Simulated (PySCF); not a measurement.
# RuOBr: sextet, from a linear start

The task is one start of a wider search on RuOBr: the sextet, from a linear start. It is relaxed, tested by its Hessian and followed downhill if it is a saddle.

Computed with PySCF 2.14.0. Level: PBE0, basis Ru def2-TZVP with ECP28, O def2-TZVP, Br def2-TZVP, scalar-relativistic core potentials, no spin–orbit coupling, density fitting.

## 1. The starting structure

3 atoms, charge 0, spin multiplicity 6.

Bond lengths: Ru1–O2 1.710 Å, Ru1–Br3 2.390 Å. Angles: O2–Ru1–Br3 180.0°.

Coordinates in bohr (charge 0 multiplicity 6):
```
Ru    0.0000    0.0000    0.0000
O     0.0000    0.0000   -3.2314
Br    0.0000    0.0000    4.5164
```

## 2. Finding the electronic state

The steps below are one call of a driver around PySCF. For each, scf.py gives the equivalent set-up of the SCF; relaxations use the driver's own optimiser. After this first run the driver tries any further starts and a stability analysis.

The input, scf.py:

```python
from pyscf import gto, scf, dft
mol = gto.M(atom='''
Ru     0.000000     0.000000     0.000000
O      0.000000     0.000000    -1.710000
Br     0.000000     0.000000     2.390000''',
    basis={'Ru': 'def2-TZVP', 'O': 'def2-TZVP', 'Br': 'def2-TZVP'},
    ecp={'Ru': 'def2-TZVP'},
    charge=0, spin=5)
mf = dft.UKS(mol, xc='PBE0')
mf.grids.atom_grid = (50, 194)
aux = {'Ru': 'def2-universal-JKFIT', 'O': 'def2-universal-JKFIT', 'Br': 'def2-universal-JKFIT'}
mf = mf.density_fit(auxbasis=aux)
mf.conv_tol = 1e-08
mf.diis_space = 10
mf.max_cycle = 60
mf.init_guess = 'minao'
mf.verbose = 4
mf.kernel()
```

Started as:

```console
$ OMP_NUM_THREADS=4 python axn.py task.json out
```

Log:

```text
init E= -2735.00975683318
[... the frontier-level lines of each cycle are left out ...]
cycle= 1 E= -2741.97360786207  delta_E= -6.96  |g|= 1.72  |ddm|= 3.33
cycle= 2 E= -2708.78859873597  delta_E= 33.2  |g|= 5.37  |ddm|= 8.89
cycle= 3 E= -2742.6127498832  delta_E= -33.8  |g|= 1.72  |ddm|= 8.65
cycle= 4 E= -2741.06444908255  delta_E= 1.55  |g|= 2.29  |ddm|= 1.86
cycle= 5 E= -2743.74058918805  delta_E= -2.68  |g|= 0.524  |ddm|= 1.42
cycle= 6 E= -2743.87605426397  delta_E= -0.135  |g|= 0.158  |ddm|= 0.468
cycle= 7 E= -2743.88538637876  delta_E= -0.00933  |g|= 0.0736  |ddm|= 0.176
cycle= 8 E= -2743.8878355271  delta_E= -0.00245  |g|= 0.0207  |ddm|= 0.0663
cycle= 9 E= -2743.888090995  delta_E= -0.000255  |g|= 0.0106  |ddm|= 0.0186
cycle= 10 E= -2743.88813883471  delta_E= -4.78e-05  |g|= 0.00688  |ddm|= 0.0116
cycle= 11 E= -2743.88815631009  delta_E= -1.75e-05  |g|= 0.0039  |ddm|= 0.00365
cycle= 12 E= -2743.88816603136  delta_E= -9.72e-06  |g|= 0.000382  |ddm|= 0.00565
cycle= 13 E= -2743.88816618811  delta_E= -1.57e-07  |g|= 0.000404  |ddm|= 0.000692
cycle= 14 E= -2743.88816628242  delta_E= -9.43e-08  |g|= 0.00017  |ddm|= 0.00035
cycle= 15 E= -2743.88816631223  delta_E= -2.98e-08  |g|= 3.4e-05  |ddm|= 0.000343
cycle= 16 E= -2743.88816631379  delta_E= -1.57e-09  |g|= 1.29e-05  |ddm|= 7.03e-05
Extra cycle  E= -2743.88816631366  delta_E= 1.3e-10  |g|= 3.17e-05  |ddm|= 2.75e-05
converged SCF energy = -2743.88816631366  <S^2> = 8.7640329  2S+1 = 6.0046758
```

This step, with its further starts and checks, needed 16 s of wall time on 4 threads of Arm Neoverse V2, shared host.

The starts that the driver tried:

| start | energy (Eh) |
| --- | --- |
| the minimal-basis guess | -2743.888166 |
| a thermally smeared density | -2743.888166 |
| a smeared PBE density | -2743.888166 |

The test of internal stability and the other starts found no lower solution of this spin.

## 3. Linear start, sextet: relaxation

The program finds C∞v symmetry in the start, which this walk keeps. The walk stops when the largest gradient is under 0.0003 Eh/bohr and the energy has settled too.

scf.py: that of step 2 with these lines changed.

```diff
@@ -3,3 +3,3 @@
-Ru     0.000000     0.000000     0.000000
-O      0.000000     0.000000    -1.710000
-Br     0.000000     0.000000     2.390000''',
+Ru     0.000000     0.000000    -0.819355
+O      0.000000     0.000000    -2.529355
+Br     0.000000     0.000000     1.570645''',
@@ -16 +15,0 @@
-mf.init_guess = 'minao'
```

Steps of the walk:

| step | energy (Eh) | change (kJ/mol) | largest symmetric gradient (Eh/bohr) |
| --- | --- | --- | --- |
| 0 | -2743.888166 | 0.00 | 0.04180 |
| 1 | -2743.890562 | -6.29 | 0.00913 |
| 2 | -2743.890647 | -6.51 | 0.00255 |
| 3 | -2743.890655 | -6.53 | 0.00017 |
| 4 | -2743.890655 | -6.53 | 0.00003 |

The walk took 12 s.

Positions (Å) and forces (eV/Å) along the way:

```
step 0
Ru   0.000   0.000  -0.819   0.000   0.000   1.402
O    0.000   0.000  -2.529   0.000   0.000  -2.149
Br   0.000   0.000   1.571   0.000   0.000   0.748
step 1
Ru   0.000   0.000  -0.812   0.000   0.000  -0.469
O    0.000   0.000  -2.581   0.000   0.000   0.343
Br   0.000   0.000   1.615   0.000   0.000   0.126
step 2
Ru   0.000   0.000  -0.817   0.000   0.000  -0.131
O    0.000   0.000  -2.578   0.000   0.000   0.075
Br   0.000   0.000   1.617   0.000   0.000   0.056
step 3
Ru   0.000   0.000  -0.819   0.000   0.000   0.001
O    0.000   0.000  -2.578   0.000   0.000  -0.009
Br   0.000   0.000   1.619   0.000   0.000   0.007
step 4
Ru   0.000   0.000  -0.819   0.000   0.000   0.001
O    0.000   0.000  -2.578   0.000   0.000  -0.002
Br   0.000   0.000   1.619   0.000   0.000   0.001
```

It settles in C∞v symmetry, 6.5 kJ/mol below the start, after 4 steps: Ru–Br 2.438 Å, Ru–O 1.759 Å; Br–Ru–O 180.0°.

## 4. Frequencies

The point is checked on the finer grid, and tightened if its gradient asks for it. The Hessian and the dipole derivatives come from central differences of analytic gradients, with steps of 0.02 bohr.

scf.py: that of step 3 with these lines changed.

```diff
@@ -3,3 +3,3 @@
-Ru     0.000000     0.000000    -0.819355
-O      0.000000     0.000000    -2.529355
-Br     0.000000     0.000000     1.570645''',
+Ru     0.000000    -0.000000    -0.834497
+O      0.000000    -0.000000    -2.593560
+Br    -0.000000    -0.000000     1.603170''',
@@ -10 +10 @@
-mf.grids.atom_grid = (50, 194)
+mf.grids.atom_grid = (75, 302)
@@ -13 +13 @@
-mf.conv_tol = 1e-08
+mf.conv_tol = 1e-10
```

The driver hands on the density of the step before, so the log starts near convergence.

Log of the central SCF (cycles and frontier levels):

```text
init E= -2743.89055927069
[... the frontier-level lines of each cycle are left out ...]
cycle= 1 E= -2743.89055927066  delta_E= 3.55e-11  |g|= 1e-05  |ddm|= 9.53e-06
cycle= 2 E= -2743.89055927028  delta_E= 3.76e-10  |g|= 3.3e-05  |ddm|= 2.44e-05
cycle= 3 E= -2743.8905592707  delta_E= -4.16e-10  |g|= 4.36e-06  |ddm|= 1.8e-05
cycle= 4 E= -2743.89055927071  delta_E= -9.55e-12  |g|= 8.11e-08  |ddm|= 3.32e-06
Extra cycle  E= -2743.8905592707  delta_E= 1.18e-11  |g|= 1.17e-07  |ddm|= 1.46e-07
converged SCF energy = -2743.8905592707  <S^2> = 8.7658731  2S+1 = 6.0052887
```

The whole step took 42 s.

Geometry: C∞v; Ru–Br 2.438 Å, Ru–O 1.759 Å; Br–Ru–O 180.0°.

Modes, for the most abundant isotopes:

| symmetry | ω (cm⁻¹) | IR (km/mol) | μ (u) | type |
| --- | --- | --- | --- | --- |
| π | 66i | 41.6 | 22.96 | bend |
| σ+ | 264 | 23.7 | 69.83 | stretch |
| σ+ | 839 | 70.7 | 18.04 | stretch |

With 2 modes imaginary (up to 66i cm⁻¹) this point is a saddle.

Properties at this point:

```yaml
Dipole_moment: 0.58 D
Highest_occupied_level: -7.78 eV
Lowest_empty_level: -5.07 eV
Rotational_constants: 0.0442 cm⁻¹
Zero-point_energy_real_modes: 6.6 kJ/mol
Principal_polarisabilities: 41.5, 41.5, 100.0 bohr³
Atomisation_energy_without_zero-point_energy: 698 kJ/mol
Principal_traceless_quadrupole_moments_about_the_centre_of_mass: -13.50, 6.75, 6.75 D Å
Spin_squared_⟨S²⟩: 8.766
```

Populations by atom (charges in e):

| atom | Mulliken | Löwdin | polar tensor | spin (Mulliken) | Mayer order to Ru1 |
| --- | --- | --- | --- | --- | --- |
| Ru1 | 0.87 | 0.45 | 1.19 | 3.90 | – |
| O2 | -0.49 | -0.33 | -0.59 | 1.01 | 1.71 |
| Br3 | -0.39 | -0.12 | -0.61 | 0.09 | 0.94 |

Mulliken populations on Ru1 (outside its core potential): s 2.66, p 6.27, d 6.19, f 0.01.

## 5. Downhill along the imaginary mode

The start is the last point, displaced along its most imaginary mode.

The program finds Cs symmetry in the start, which this walk keeps. Threshold on the gradient: 0.0003 Eh/bohr, with a further test on the energy change.

scf.py: that of step 4 with these lines changed.

```diff
@@ -3,3 +3,3 @@
-Ru     0.000000    -0.000000    -0.834497
-O      0.000000    -0.000000    -2.593560
-Br    -0.000000    -0.000000     1.603170''',
+Ru     0.067551    -0.000872    -0.834481
+O     -0.249979     0.003228    -2.593544
+Br    -0.036561     0.000472     1.603186''',
@@ -10 +10 @@
-mf.grids.atom_grid = (75, 302)
+mf.grids.atom_grid = (50, 194)
@@ -13 +13 @@
-mf.conv_tol = 1e-10
+mf.conv_tol = 1e-08
```

Energy and gradient, step by step:

| step | energy (Eh) | change (kJ/mol) | largest symmetric gradient (Eh/bohr) |
| --- | --- | --- | --- |
| 0 | -2743.890438 | 0.00 | 0.01901 |
| 1 | -2743.891017 | -1.52 | 0.00164 |
| 2 | -2743.891051 | -1.61 | 0.00131 |
| 3 | -2743.891191 | -1.98 | 0.00831 |
| 4 | -2743.891262 | -2.16 | 0.00511 |
| 5 | -2743.891391 | -2.50 | 0.00120 |
| 6 | -2743.891397 | -2.52 | 0.00019 |
| 7 | -2743.891397 | -2.52 | 0.00006 |

The walk took 22 s.

Geometry (Å) and forces (eV/Å) at some steps:

```
step 0
Ru   0.068  -0.001  -0.834  -0.127   0.002  -0.856
O   -0.250   0.003  -2.594   0.142  -0.002   0.978
Br  -0.037   0.000   1.603  -0.015   0.000  -0.121
step 1
Ru   0.071  -0.001  -0.844   0.084  -0.001   0.084
O   -0.251   0.003  -2.569  -0.058   0.001  -0.084
Br  -0.039   0.001   1.588  -0.026   0.000   0.000
step 4
Ru   0.148  -0.002  -0.846  -0.027   0.001  -0.216
O   -0.295   0.004  -2.554   0.040  -0.001   0.263
Br  -0.072   0.001   1.576  -0.013   0.000  -0.047
step 7
Ru   0.210  -0.003  -0.853   0.001   0.000   0.003
O   -0.329   0.004  -2.524  -0.001   0.000  -0.002
Br  -0.100   0.001   1.552   0.001   0.000  -0.001
```

It settles in Cs symmetry, 2.5 kJ/mol below the start, after 7 steps: Ru–Br 2.425 Å, Ru–O 1.757 Å; Br–Ru–O 154.8°.

## 6. Hessian and properties

The same treatment as at the point before.

scf.py: that of step 5 with these lines changed.

```diff
@@ -3,3 +3,3 @@
-Ru     0.067551    -0.000872    -0.834481
-O     -0.249979     0.003228    -2.593544
-Br    -0.036561     0.000472     1.603186''',
+Ru     0.168329    -0.002174    -0.828554
+O     -0.371323     0.004795    -2.500210
+Br    -0.142098     0.001835     1.576615''',
@@ -10 +10 @@
-mf.grids.atom_grid = (50, 194)
+mf.grids.atom_grid = (75, 302)
@@ -13 +13 @@
-mf.conv_tol = 1e-08
+mf.conv_tol = 1e-10
```

Log of the central SCF (cycles and frontier levels):

```text
init E= -2743.89131879588
[... the frontier-level lines of each cycle are left out ...]
cycle= 1 E= -2743.89131879498  delta_E= 8.91e-10  |g|= 5.01e-05  |ddm|= 3.14e-05
cycle= 2 E= -2743.89131878187  delta_E= 1.31e-08  |g|= 0.000191  |ddm|= 0.000118
cycle= 3 E= -2743.89131879594  delta_E= -1.41e-08  |g|= 1.09e-06  |ddm|= 9.37e-05
cycle= 4 E= -2743.89131879592  delta_E= 1.41e-11  |g|= 4.76e-07  |ddm|= 1.05e-06
Extra cycle  E= -2743.89131879594  delta_E= -1.14e-11  |g|= 4.37e-07  |ddm|= 1.19e-06
converged SCF energy = -2743.89131879594  <S^2> = 8.7665964  2S+1 = 6.0055296
```

The whole step needed 54 s of wall time on 4 threads of Arm Neoverse V2, shared host.

Geometry: Cs; Ru–Br 2.425 Å, Ru–O 1.757 Å; Br–Ru–O 154.8°.

Modes, for the most abundant isotopes:

| symmetry | ω (cm⁻¹) | IR (km/mol) | μ (u) |
| --- | --- | --- | --- |
| a' | 75 | 12.4 | 22.45 |
| a' | 266 | 22.3 | 72.85 |
| a' | 843 | 56.6 | 18.03 |

Every mode is real; the point is a minimum.

Properties at this point:

- Dipole moment: 1.61 D
- Highest occupied level: -7.56 eV
- Lowest empty level: -4.87 eV
- Rotational constants: 2.866, 0.04594, 0.04522 cm⁻¹
- Zero-point energy: 7.1 kJ/mol
- Principal polarisabilities: 40.8, 42.5, 99.7 bohr³
- Atomisation energy without zero-point energy: 700 kJ/mol
- Principal traceless quadrupole moments about the centre of mass: -12.81, 6.33, 6.48 D Å
- Entropy at 298.15 K and 1 bar (electronic part: spin only): 319.0 J/(mol K)
- Heat capacity Cp at 298.15 K: 51.2 J/(mol K)
- Enthalpy at 298.15 K above 0 K: 13.37 kJ/mol
- Rotational symmetry number: 1
- Spin squared ⟨S²⟩: 8.767

Charges (e) and bond orders:

| atom | Mulliken | Löwdin | polar tensor | spin (Mulliken) | Mayer order to Ru1 |
| --- | --- | --- | --- | --- | --- |
| Ru1 | 0.89 | 0.41 | 1.06 | 3.84 | – |
| O2 | -0.51 | -0.33 | -0.51 | 1.01 | 1.73 |
| Br3 | -0.38 | -0.08 | -0.55 | 0.15 | 0.99 |

Outer orbital energies (eV). α occupied: -11.77, -11.76, -9.84, -9.35, -8.95, -8.43, -7.86, -7.56; empty: -1.17, -0.62, 0.24, 1.22. β occupied: -24.91, -20.99, -11.30, -10.18, -9.96, -8.88, -8.45, -8.39; empty: -4.87, -4.86, -3.92, -3.29.

Mulliken populations on Ru1 (outside its core potential): s 2.60, p 6.26, d 6.23, f 0.01.

## 7. The points found, side by side

| spin | group | bonds | imaginary modes (cm⁻¹) | ΔE (kJ/mol) | with zero-point energy |
| --- | --- | --- | --- | --- | --- |
| sextet | Cs | Ru–Br 2.425 Å, Ru–O 1.757 Å | none | 0.0 | 0.0 |
| sextet | C∞v | Ru–Br 2.438 Å, Ru–O 1.759 Å | 66i, 66i | 2.0 | – |

## 8. Outcome

| quantity | value |
| --- | --- |
| minimum | sextet, Cs |
| geometry | Ru–Br 2.425 Å, Ru–O 1.757 Å; Br–Ru–O 154.8° |
| wavenumbers (cm⁻¹) | 75 (a'), 266 (a'), 843 (a') |
| dipole moment | 1.61 D |
| highest occupied, lowest empty level (either spin) | -7.56, -4.87 eV |
| polar-tensor charge of Ru1 | +1.06 e |
| zero-point energy | 7.1 kJ/mol |
| entropy at 298.15 K | 319.0 J/(mol K) |
| atomisation energy (no zero-point energy) | 700 kJ/mol |
| ⟨S²⟩ | 8.767 |

What this shows: From C∞v at the start the molecule goes to a Cs minimum, after a stop at a second-order saddle point 2.0 kJ/mol higher, from which it was pushed off along an imaginary mode. In the infrared the band at 843 cm⁻¹ (a', stretch) leads. Most of the spin sits on Ru1 (Mulliken spin 3.84, against 5 for the whole molecule). Only this shape and spin were tried, so other structures or states may lie lower. Open d and f shells are described by one determinant, and the ground state may have another occupation or spin.

The search up to here took 2.4 min.
